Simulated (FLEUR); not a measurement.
# NbTe (P-6m2) in FLEUR: further runs

One crystal, NbTe, is run at these levels: PBEsol; tasks: band structure.

Program: FLEUR MaX-R8.1 (later development tree). These are calculated values, not measurements. Logs are shortened: lines on timing, memory, paths and dates and some standing lists are left out, and cuts for length are marked.

**1. The structure**

The structure is hexagonal, space group P-6m2 (No. 187). The conventional cell has a = 3.703 Å, b = 3.703 Å, c = 3.694 Å, α = 90.00°, β = 90.00°, γ = 120.00°. Te (site symmetry -6m2) has 6 Nb at 2.83 Å as nearest neighbours. Around Nb (site symmetry -6m2) lie 6 Te at 2.83 Å.

The cell comes from a database or a generator and needn't be the stable form of this composition.

**2. Band structure, PBEsol**

Input file inp.xml:

```xml
<?xml version="1.0" encoding="UTF-8" standalone="no"?>
<fleurInput fleurInputVersion="0.39">
   <comment>
      NbTe                                                                                                
   </comment>
   <calculationSetup>
      <cutoffs Kmax="4.19" Gmax="13.0" GmaxXC="13.0" numbands="0"/>
      <scfLoop itmax="60" minDistance="0.00001" maxIterBroyd="15" imix="Anderson" alpha="0.05" precondParam="0.0" spinf="2.0" sdNocoIR="T"/>
      <coreElectrons ctail="T" frcor="F" kcrel="0" coretail_lmax="0"/>
      <xcFunctional name="PBEs" relativisticCorrections="F"/>
      <magnetism jspins="1"/>
      <soc l_soc="F" theta="0.0" phi="0.0" spav="F"/>
      <expertModes spex="0" secvar="F"/>
      <geometryOptimization l_f="F" forcealpha="1.0" forcemix="BFGS" epsdisp="0.00001" epsforce="0.00001"/>
      <ldaU l_linMix="F" mixParam="0.05" spinf="1.0"/>
   </calculationSetup>
   <cell>
      <bzIntegration valenceElectrons="35.0" mode="hist" fermiSmearingEnergy="0.00183747">
         <kPointListSelection listName="default-1"/>
         <!-- k-points included here -->
         <xi:include xmlns:xi="http://www.w3.org/2001/XInclude" href="kpts.xml"> </xi:include>
      </bzIntegration>
      <!-- symmetry operations included here -->
      <xi:include xmlns:xi="http://www.w3.org/2001/XInclude" href="sym.xml"> </xi:include>
      <bulkLattice scale="1.0">
         <bravaisMatrix>
[... 34 lines left out ...]
         <energyParameters s="5" p="5" d="4" f="4"/>
         <lo type="SCLO" l="0" n="4" eDeriv="0"/>
         <lo type="SCLO" l="1" n="4" eDeriv="0"/>
         <lo type="SCLO" l="1" n="4" eDeriv="1"/>
         <lo type="SCLO" l="2" n="4" eDeriv="2"/>
         <lo type="SCLO" l="3" n="4" eDeriv="2"/>
      </species>
   </atomSpecies>
   <atomGroups>
      <atomGroup species="Tellurium (Te)">
         <relPos label="                   1">-1.000/3.000 1.000/3.000 .0000000000</relPos>
         <force calculate="T" relaxXYZ="TTT"/>
      </atomGroup>
      <atomGroup species="Niobium (Nb)">
         <relPos label="                   2">.0000000000 .0000000000 1.000/2.000</relPos>
         <force calculate="T" relaxXYZ="TTT"/>
      </atomGroup>
   </atomGroups>
   <output dos="F" band="F" slice="F">
      <checks vchk="F" cdinf="F"/>
      <bandDOS minEnergy="-.5*Htr" maxEnergy="0.5*Htr" sigma="0.015" storeEVData="T"/>
      <vacuumDOS vacdos="F" integ="F" star="F" nstars="0" locx1="0.0" locy1="0.0" locx2="0.0" locy2="0.0" nstm="0" tworkf="0.0"/>
      <unfoldingBand unfoldBand="F" supercellX="1" supercellY="1" supercellZ="1"/>
      <plotting iplot="0" polar="F">
         <plot TwoD="T" vec1="  1.0  0.0  0.0" vec2="  0.0  1.0  0.0" vec3="  0.0  0.0  1.0" zero="  0.0  0.0  0.0" file="plot"/>
      </plotting>
      <chargeDensitySlicing numkpt="0" minEigenval="0.0" maxEigenval="0.0" nnne="0" pallst="F"/>
      <specialOutput eonly="F"/>
      <moessbauerParams electricFieldGradient="T" isomerShift="T" coreHyperfine="T" valenceHyperfine="T"/>
      <magneticCircularDichroism mcd="F" energyLo="-10.0" energyUp="0.0"/>
   </output>
  <!-- We include the file relax.xml here to enable relaxations (see documentation) -->
  <xi:include xmlns:xi="http://www.w3.org/2001/XInclude" href="relax.xml"> <xi:fallback/> </xi:include>
</fleurInput>
```

Input file crystal.txt:

```
NbTe
&input cartesian=F /
3.7029743866  0.0000000000  0.0000000000
-1.8514871933  3.2068698884  0.0000000000
0.0000000000  0.0000000000  3.6942110000
1.8897261246
1.0 1.0 1.0

2
52 0.6666666667  0.3333333333  0.0000000000
41 0.0000000000  0.0000000000  0.5000000000

&kpt div1=8 div2=8 div3=7 gamma=T /
```

Input file inp.xml (bands):

```
<?xml version="1.0" encoding="UTF-8" standalone="no"?>
<fleurInput fleurInputVersion="0.39">
   <comment>
      NbTe                                                                                                
   </comment>
   <calculationSetup>
      <cutoffs Kmax="4.19" Gmax="13.0" GmaxXC="13.0" numbands="0"/>
      <scfLoop itmax="60" minDistance="0.00001" maxIterBroyd="15" imix="Anderson" alpha="0.05" precondParam="0.0" spinf="2.0" sdNocoIR="T"/>
      <coreElectrons ctail="T" frcor="F" kcrel="0" coretail_lmax="0"/>
      <xcFunctional name="PBEs" relativisticCorrections="F"/>
      <magnetism jspins="1"/>
      <soc l_soc="F" theta="0.0" phi="0.0" spav="F"/>
      <expertModes spex="0" secvar="F"/>
      <geometryOptimization l_f="F" forcealpha="1.0" forcemix="BFGS" epsdisp="0.00001" epsforce="0.00001"/>
      <ldaU l_linMix="F" mixParam="0.05" spinf="1.0"/>
   </calculationSetup>
   <cell>
      <bzIntegration valenceElectrons="35.0" mode="hist" fermiSmearingEnergy="0.00183747">
         <kPointListSelection listName="path-1"/>
         <!-- k-points included here -->
         <xi:include xmlns:xi="http://www.w3.org/2001/XInclude" href="kpts.xml"> </xi:include>
      </bzIntegration>
      <!-- symmetry operations included here -->
      <xi:include xmlns:xi="http://www.w3.org/2001/XInclude" href="sym.xml"> </xi:include>
      <bulkLattice scale="1.0">
         <bravaisMatrix>
[... 35 lines left out ...]
         <lo type="SCLO" l="0" n="4" eDeriv="0"/>
         <lo type="SCLO" l="1" n="4" eDeriv="0"/>
         <lo type="SCLO" l="1" n="4" eDeriv="1"/>
         <lo type="SCLO" l="2" n="4" eDeriv="2"/>
         <lo type="SCLO" l="3" n="4" eDeriv="2"/>
      </species>
   </atomSpecies>
   <atomGroups>
      <atomGroup species="Tellurium (Te)">
         <relPos label="                   1">-1.000/3.000 1.000/3.000 .0000000000</relPos>
         <force calculate="T" relaxXYZ="TTT"/>
      </atomGroup>
      <atomGroup species="Niobium (Nb)">
         <relPos label="                   2">.0000000000 .0000000000 1.000/2.000</relPos>
         <force calculate="T" relaxXYZ="TTT"/>
      </atomGroup>
   </atomGroups>
   <output dos="F" band="T" slice="F">
      <checks vchk="F" cdinf="F"/>
      <bandDOS minEnergy="-.5*Htr" maxEnergy="0.5*Htr" sigma="0.015" storeEVData="T"/>
      <vacuumDOS vacdos="F" integ="F" star="F" nstars="0" locx1="0.0" locy1="0.0" locx2="0.0" locy2="0.0" nstm="0" tworkf="0.0"/>
      <unfoldingBand unfoldBand="F" supercellX="1" supercellY="1" supercellZ="1"/>
      <plotting iplot="0" polar="F">
         <plot TwoD="T" vec1="  1.0  0.0  0.0" vec2="  0.0  1.0  0.0" vec3="  0.0  0.0  1.0" zero="  0.0  0.0  0.0" file="plot"/>
      </plotting>
      <chargeDensitySlicing numkpt="0" minEigenval="0.0" maxEigenval="0.0" nnne="0" pallst="F"/>
      <specialOutput eonly="F"/>
      <moessbauerParams electricFieldGradient="T" isomerShift="T" coreHyperfine="T" valenceHyperfine="T"/>
      <magneticCircularDichroism mcd="F" energyLo="-10.0" energyUp="0.0"/>
   </output>
  <!-- We include the file relax.xml here to enable relaxations (see documentation) -->
  <xi:include xmlns:xi="http://www.w3.org/2001/XInclude" href="relax.xml"> <xi:fallback/> </xi:include>
</fleurInput>
```

Potentials or basis: all-electron, FLAPW.

The run is started by

```console
inpgen -f crystal.txt -profile fastHighL
# inp.xml edited to the form shown
fleur_MPI
fleur_MPI   # second run, on inp.xml (bands)
```

The program printed:

```text
Welcome to FLEUR        (www.flapw.de)
      MaX-Release 8.1          (www.max-centre.eu)

 ========== k-point set info ==========
 Selected k-point list: default-1
 k-point list type: mesh
 8 x 8 x 7
 Number of k points: 40

 ------------Calculation Setup---------------------------
 Number of MPI-tasks      :            1
 Number of PE/node        :            1
 Number of OMP-threads    :            1
 Most efficient MPI parallelization for:
           1           2           4           5           8          10          20          40
 Additional eigenvalue parallelization possible
 Number of basis functions:          477
 Approximate size of matrices (H+S) per k-point:         0.007 GB
 --------------------------------------------------------
 Iteration:     1   Distance:       8.87809564 me/bohr^3
 Iteration:     2   Distance:       7.96458560 me/bohr^3
 Iteration:     3   Distance:       4.07278313 me/bohr^3
 Iteration:     4   Distance:       3.99445055 me/bohr^3
 Iteration:     5   Distance:       1.37165500 me/bohr^3
 Iteration:     6   Distance:       0.36987323 me/bohr^3
 Iteration:     7   Distance:       0.41242916 me/bohr^3
 Iteration:     8   Distance:       0.04131480 me/bohr^3
 Iteration:     9   Distance:       0.02400670 me/bohr^3
 Iteration:    10   Distance:       0.00421413 me/bohr^3
 Iteration:    11   Distance:       0.00084664 me/bohr^3
 Iteration:    12   Distance:       0.00063710 me/bohr^3
 Iteration:    13   Distance:       0.00028584 me/bohr^3
 Iteration:    14   Distance:       0.00008673 me/bohr^3
 Iteration:    15   Distance:       0.00004072 me/bohr^3
 Iteration:    16   Distance:       0.00003485 me/bohr^3
 Iteration:    17   Distance:       0.00001300 me/bohr^3
 Iteration:    18   Distance:       0.00000448 me/bohr^3

 ********************************************************************
 Run finished successfully
 Stop message:
   all done
 ********************************************************************
```

Run time: 1.7 min. Hardware: 1 thread of Arm Neoverse V1, shared host; peak memory 0.08 GiB.

What came out:

```
Free energy                                           : -288776.9190 eV
Band gap along the path                               : none (metal or under the smearing width)
Valence electrons inside the program's atomic spheres : Te 19.26; Nb 11.21 (radii Te 2.34, Nb 2.6 bohr)
```

Levels at the corners of the path, in eV from the Fermi level:
| point | band 14 | band 15 | band 16 | band 17 | band 18 | band 19 | band 20 | band 21 |
| --- | --- | --- | --- | --- | --- | --- | --- | --- |
| Γ | -3.16 | -3.16 | -3.02 | -2.35 | 0.13 | 0.13 | 2.44 | 2.44 |
| M | -7.21 | -3.84 | -2.65 | -2.61 | -0.20 | 1.23 | 1.48 | 3.02 |
| K | -6.51 | -5.46 | -3.77 | -0.95 | -0.13 | 0.18 | 0.39 | 4.63 |
| Γ | -3.16 | -3.16 | -3.02 | -2.35 | 0.13 | 0.13 | 2.44 | 2.44 |
| A | -7.56 | -2.62 | -2.62 | -0.97 | -0.97 | 0.65 | 1.64 | 1.64 |
| L | -5.98 | -5.89 | -4.26 | -1.38 | 1.16 | 1.25 | 1.79 | 2.75 |
| H | -6.27 | -5.76 | -4.47 | -1.12 | 1.12 | 1.67 | 2.07 | 2.79 |
| A | -7.56 | -2.62 | -2.62 | -0.97 | -0.97 | 0.65 | 1.64 | 1.64 |
| L | -5.98 | -5.89 | -4.26 | -1.38 | 1.16 | 1.25 | 1.79 | 2.75 |
| M | -7.21 | -3.84 | -2.65 | -2.61 | -0.20 | 1.23 | 1.48 | 3.02 |
| K | -6.51 | -5.46 | -3.77 | -0.95 | -0.13 | 0.18 | 0.39 | 4.63 |
| H | -6.27 | -5.76 | -4.47 | -1.12 | 1.12 | 1.67 | 2.07 | 2.79 |

Core levels (eV from the Fermi level):
| atom | levels |
| --- | --- |
| 1 Te | 1s1/2 -31588.0, 2s1/2 -4839.9, 2p1/2 -4535.0, 2p3/2 -4260.7, 3s1/2 -960.1, 3p1/2 -834.8, 3p3/2 -783.6, 4s1/2 -160.4, 3d3/2 -562.3, 3d5/2 -551.6 |
| 2 Nb | 1s1/2 -18785.2, 2s1/2 -2625.0, 2p1/2 -2409.2, 2p3/2 -2313.6, 3s1/2 -435.5, 3p1/2 -354.3, 3p3/2 -338.8, 3d3/2 -195.2, 3d5/2 -192.3 |

Caveat: spin-orbit coupling is left out, which moves the levels of the heavy elements.

**3. Band structure, PBEsol, spin-orbit coupling, no magnetisation**

Changes to inp.xml since step 2:

```diff
@@ -6,3 +6,3 @@
    <calculationSetup>
-      <cutoffs Kmax="4.19" Gmax="13.0" GmaxXC="13.0" numbands="0"/>
+      <cutoffs Kmax="4.19" Gmax="13.0" GmaxXC="13.0" numbands="all"/>
       <scfLoop itmax="60" minDistance="0.00001" maxIterBroyd="15" imix="Anderson" alpha="0.05" precondParam="0.0" spinf="2.0" sdNocoIR="T"/>
@@ -11,3 +11,3 @@
       <magnetism jspins="1"/>
-      <soc l_soc="F" theta="0.0" phi="0.0" spav="F"/>
+      <soc l_soc="T" theta="0.0" phi="0.0" spav="F"/>
       <expertModes spex="0" secvar="F"/>
```

crystal.txt: that of step 2 with these lines changed.

```diff
@@ -12,2 +12,3 @@
 
-&kpt div1=8 div2=8 div3=7 gamma=T /
+&soc 0.0 0.0 /
+&kpt div1=6 div2=6 div3=5 gamma=T /
```

Changes to inp.xml (bands) since step 2:

```diff
@@ -6,3 +6,3 @@
    <calculationSetup>
-      <cutoffs Kmax="4.19" Gmax="13.0" GmaxXC="13.0" numbands="0"/>
+      <cutoffs Kmax="4.19" Gmax="13.0" GmaxXC="13.0" numbands="all"/>
       <scfLoop itmax="60" minDistance="0.00001" maxIterBroyd="15" imix="Anderson" alpha="0.05" precondParam="0.0" spinf="2.0" sdNocoIR="T"/>
@@ -11,3 +11,3 @@
       <magnetism jspins="1"/>
-      <soc l_soc="F" theta="0.0" phi="0.0" spav="F"/>
+      <soc l_soc="T" theta="0.0" phi="0.0" spav="F"/>
       <expertModes spex="0" secvar="F"/>
```

Potentials or basis: all-electron, FLAPW.

The run is started by

```console
inpgen -f crystal.txt -profile fastHighL
# inp.xml edited to the form shown
fleur_MPI
fleur_MPI   # second run, on inp.xml (bands)
```

The program printed:

```text
Welcome to FLEUR        (www.flapw.de)
      MaX-Release 8.1          (www.max-centre.eu)

 ========== k-point set info ==========
 Selected k-point list: default-1
 k-point list type: mesh
 6 x 6 x 5
 Number of k points: 42

 ------------Calculation Setup---------------------------
 Number of MPI-tasks      :            1
 Number of PE/node        :            1
 Number of OMP-threads    :            1
 Most efficient MPI parallelization for:
           1           2           3           6           7          14          21          42
 Additional eigenvalue parallelization possible
 Number of basis functions:          477
 Approximate size of matrices (H+S) per k-point:         0.007 GB
 --------------------------------------------------------
 Iteration:     1   Distance:       8.83412760 me/bohr^3
 Iteration:     2   Distance:       7.93960196 me/bohr^3
 Iteration:     3   Distance:       4.08467966 me/bohr^3
 Iteration:     4   Distance:       3.29013423 me/bohr^3
 Iteration:     5   Distance:       1.35212337 me/bohr^3
 Iteration:     6   Distance:       0.23019287 me/bohr^3
 Iteration:     7   Distance:       0.26233668 me/bohr^3
 Iteration:     8   Distance:       0.03517596 me/bohr^3
 Iteration:     9   Distance:       0.02653321 me/bohr^3
 Iteration:    10   Distance:       0.00602104 me/bohr^3
 Iteration:    11   Distance:       0.00188503 me/bohr^3
 Iteration:    12   Distance:       0.00084799 me/bohr^3
 Iteration:    13   Distance:       0.00019215 me/bohr^3
 Iteration:    14   Distance:       0.00006098 me/bohr^3
 Iteration:    15   Distance:       0.00004016 me/bohr^3
 Iteration:    16   Distance:       0.00003472 me/bohr^3
 Iteration:    17   Distance:       0.00001396 me/bohr^3
 Iteration:    18   Distance:       0.00000542 me/bohr^3

 ********************************************************************
 Run finished successfully
 Stop message:
   all done
 ********************************************************************
```

It took 35 min on 1 thread of Arm Neoverse V1, shared host; peak memory 0.41 GiB.

Results:

```
Free energy                                           : -288777.4723 eV
Band gap along the path                               : none (metal or under the smearing width)
Valence electrons inside the program's atomic spheres : Te 19.26; Nb 11.21 (radii Te 2.34, Nb 2.6 bohr)
```

Levels at the corners of the path, in eV from the Fermi level:
| point | band 32 | band 33 | band 34 | band 35 | band 36 | band 37 | band 38 | band 39 | band 40 | band 41 |
| --- | --- | --- | --- | --- | --- | --- | --- | --- | --- | --- |
| Γ | -3.10 | -2.36 | -2.36 | 0.02 | 0.02 | 0.09 | 0.09 | 2.22 | 2.22 | 2.53 |
| M | -2.75 | -2.66 | -2.66 | -0.27 | -0.27 | 1.14 | 1.14 | 1.42 | 1.42 | 2.94 |
| K | -3.82 | -1.05 | -1.01 | -0.31 | -0.10 | 0.07 | 0.14 | 0.25 | 0.36 | 4.50 |
| Γ | -3.10 | -2.36 | -2.36 | 0.02 | 0.02 | 0.09 | 0.09 | 2.22 | 2.22 | 2.53 |
| A | -2.53 | -1.11 | -1.11 | -1.00 | -1.00 | 0.58 | 0.58 | 1.36 | 1.36 | 1.75 |
| L | -4.32 | -1.47 | -1.47 | 1.07 | 1.07 | 1.17 | 1.17 | 1.72 | 1.72 | 2.67 |
| H | -4.36 | -1.22 | -1.20 | 1.02 | 1.04 | 1.57 | 1.63 | 1.98 | 2.00 | 2.65 |
| A | -2.53 | -1.11 | -1.11 | -1.00 | -1.00 | 0.58 | 0.58 | 1.36 | 1.36 | 1.75 |
| L | -4.32 | -1.47 | -1.47 | 1.07 | 1.07 | 1.17 | 1.17 | 1.72 | 1.72 | 2.67 |
| M | -2.75 | -2.66 | -2.66 | -0.27 | -0.27 | 1.14 | 1.14 | 1.42 | 1.42 | 2.94 |
| K | -3.82 | -1.05 | -1.01 | -0.31 | -0.10 | 0.07 | 0.14 | 0.25 | 0.36 | 4.50 |
| H | -4.36 | -1.22 | -1.20 | 1.02 | 1.04 | 1.57 | 1.63 | 1.98 | 2.00 | 2.65 |

Core levels (eV from the Fermi level):
| atom | levels |
| --- | --- |
| 1 Te | 1s1/2 -31588.2, 2s1/2 -4840.0, 2p1/2 -4535.1, 2p3/2 -4260.8, 3s1/2 -960.3, 3p1/2 -834.9, 3p3/2 -783.8, 4s1/2 -160.6, 3d3/2 -562.4, 3d5/2 -551.7 |
| 2 Nb | 1s1/2 -18785.2, 2s1/2 -2625.1, 2p1/2 -2409.3, 2p3/2 -2313.6, 3s1/2 -435.6, 3p1/2 -354.3, 3p3/2 -338.8, 3d3/2 -195.3, 3d5/2 -192.4 |
